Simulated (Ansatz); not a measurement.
# BiTe: the cost of one run

Computed with Ansatz 0.2.0 through its Python package. The levels of theory stand in the script.

### 1 The structure

It takes space group Fm-3m (No. 225, cubic). The conventional cell has a = 6.470 Å, b = 6.470 Å, c = 6.470 Å, α = 90.00°, β = 90.00°, γ = 90.00°. Bi (site symmetry m-3m) is surrounded by 6 Te at 3.23 Å. Te (site symmetry m-3m) has 6 Bi at 3.23 Å in its first shell of neighbours.

No structure file is read: the coordinates are typed or built in the script.

### 2 Script

File bite.py:

```python
import ansatz
import numpy as np
from tabulate import tabulate


def count_gap(report):
    # lowest empty less highest filled band, counting bands; zero where they overlap
    return max(report.get("gap_by_band_count_ev") or 0.0, 0.0)


def main() -> None:
    structure = (
        ansatz.Lattice.fcc(6.47)
        .space_group(225)
        .atom("Bi", (0.0, 0.0, 0.0))
        .atom("Te", (0.5, 0.0, 0.0))
        .primitive()
    )

    model = (
        structure.calculation()
        .functional(ansatz.Functional.PBESOL)
        .kpoints(7)
        .occupations("cold")
        .stress()
        .forces()
        .band_table()
    )
    variants = {
        "PAW": model.pseudopotentials("paw"),
        "norm-conserving": model.pseudopotentials("nc"),
    }
    rows = []
    for label, variant in variants.items():
        report = variant.run().report
        levels = np.array(report["eigenvalues_ev"][0]) - report["fermi_energy_ev"]
        print(label, "levels at the first k-point near E_F:", np.round(levels[np.abs(levels) < 5], 3))
        rows.append((label, report["n_electrons"], np.trace(report["stress_gpa"]) / 3, count_gap(report)))
    print(tabulate(rows, headers=["treatment", "electrons in bands", "P GPa", "gap by band count eV"], floatfmt=".4f", tablefmt="github"))


if __name__ == "__main__":
    main()
```

### 3 What the engine is handed

The package turns the script's settings into the engine's input (first run):

```yaml
crystal:
  lattice:
    bravais: fcc
    a: 6.47
  space_group: 225
  atoms:
    - { symbol: Bi, position: [0.0, 0.0, 0.0] }
    - { symbol: Te, position: [0.5, 0.0, 0.0] }
  reduce_to_primitive: true
kpoints:
  mp_grid:
    grid: [7, 7, 7]
hamiltonian:
  xc: pbesol
  pseudopotentials:
    kind: paw
scf:
  occupations:
    method: cold
output:
  forces: true
  stress: true
  eigenvalues: true
```

### 4 Running it

Launch:

```sh
> python bite.py
```

**Question.** How long does this script take on 1 thread of Arm Neoverse V2, shared host, and how much memory does it need?

About 7.3 s, with a peak of 0.52 GiB.
